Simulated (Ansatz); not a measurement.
# FH11Si4: the cost of one run

Computed with Ansatz 0.2.0, Gaussian basis. Level: PBE-D4/def2-SVP.

1 further run of the same task is left out (it didn't finish).

### 1 The starting structure

The start, a first-order saddle point found at PBE0-D4 in triple zeta: 16 atoms, charge 0, spin multiplicity 1.

Atoms are counted from 1 here; the program's logs count them from 0.

Bond lengths: Si1–Si3 2.350 Å, Si1–Si4 2.336 Å, Si1–H5 1.487 Å, Si2–H8 1.480 Å, Si2–H9 1.504 Å, Si2–H10 1.478 Å, Si3–H11 1.489 Å, Si3–H12 1.487 Å, Si3–H13 1.486 Å, Si4–H14 1.487 Å, Si4–H15 1.486 Å, Si4–H16 1.487 Å. Angles: Si3–Si1–Si4 108.3°, Si3–Si1–H5 109.3°, Si4–Si1–H5 112.6°, H8–Si2–H9 102.6°, H8–Si2–H10 118.5°, H9–Si2–H10 103.7°, Si1–Si3–H11 109.9°, Si1–Si3–H12 110.4°, Si1–Si3–H13 109.2°, H11–Si3–H12 109.1°, H11–Si3–H13 109.0°, H12–Si3–H13 109.2°, Si1–Si4–H14 108.5°, Si1–Si4–H15 111.6°, Si1–Si4–H16 109.1°, H14–Si4–H15 109.5°, H14–Si4–H16 108.8°, H15–Si4–H16 109.3°.

As a file:

| atom | x (Å) | y (Å) | z (Å) |
| --- | --- | --- | --- |
| Si1 | -0.1666 | 0.6358 | 0.1265 |
| Si2 | 1.7465 | -0.6830 | 1.2984 |
| Si3 | -0.4341 | 1.3184 | -2.1059 |
| Si4 | -1.9187 | -0.8121 | 0.6665 |
| H5 | -0.1237 | 1.8347 | 1.0056 |
| H6 | 1.3977 | -0.0783 | -0.3846 |
| F7 | 2.4161 | -0.6942 | -0.5280 |
| H8 | 3.0578 | -0.1372 | 1.7135 |
| H9 | 0.8411 | -0.2484 | 2.4179 |
| H10 | 1.5748 | -2.1509 | 1.2593 |
| H11 | -1.7990 | 1.8795 | -2.3038 |
| H12 | 0.5725 | 2.3554 | -2.4545 |
| H13 | -0.2582 | 0.1454 | -3.0006 |
| H14 | -1.9501 | -1.9093 | -0.3372 |
| H15 | -1.7519 | -1.3885 | 2.0255 |
| H16 | -3.2045 | -0.0674 | 0.6015 |

### 2 The run

File md/in.yaml:

```yaml
crystal:
  periodic: [false, false, false]
  atoms:
    - {symbol: Si, position_ang: [-0.166622, 0.635801, 0.126535]}
    - {symbol: Si, position_ang: [1.746526, -0.682974, 1.298358]}
    - {symbol: Si, position_ang: [-0.434085, 1.318413, -2.105935]}
    - {symbol: Si, position_ang: [-1.918689, -0.812078, 0.666466]}
    - {symbol: H, position_ang: [-0.123657, 1.834705, 1.005577]}
    - {symbol: H, position_ang: [1.397732, -0.078315, -0.384599]}
    - {symbol: F, position_ang: [2.416121, -0.694196, -0.528029]}
    - {symbol: H, position_ang: [3.057791, -0.137166, 1.713538]}
    - {symbol: H, position_ang: [0.841126, -0.248351, 2.417935]}
    - {symbol: H, position_ang: [1.574777, -2.150926, 1.259261]}
    - {symbol: H, position_ang: [-1.798959, 1.879517, -2.303810]}
    - {symbol: H, position_ang: [0.572476, 2.355393, -2.454481]}
    - {symbol: H, position_ang: [-0.258172, 0.145440, -3.000624]}
    - {symbol: H, position_ang: [-1.950061, -1.909332, -0.337189]}
    - {symbol: H, position_ang: [-1.751890, -1.388529, 2.025497]}
    - {symbol: H, position_ang: [-3.204514, -0.067402, 0.601500]}
basis:
  gaussian: {orbitals: def2-SVP}
hamiltonian: {xc: pbe, dispersion: d4}
md: {n_steps: 40, timestep: 1.0, temperature: 300, ensemble: nvt_nose_hoover, seed: 567, initial_velocities: maxwell_boltzmann}
```

Launch:

```
> ansatz run in.yaml --threads 4 --pin off --events-out ev --progress --plain --max-ram 63488MiB --backend cpu
```

**Question.** How long does this run take on 4 threads of AMD EPYC 7R13, shared host?

About 54 s.
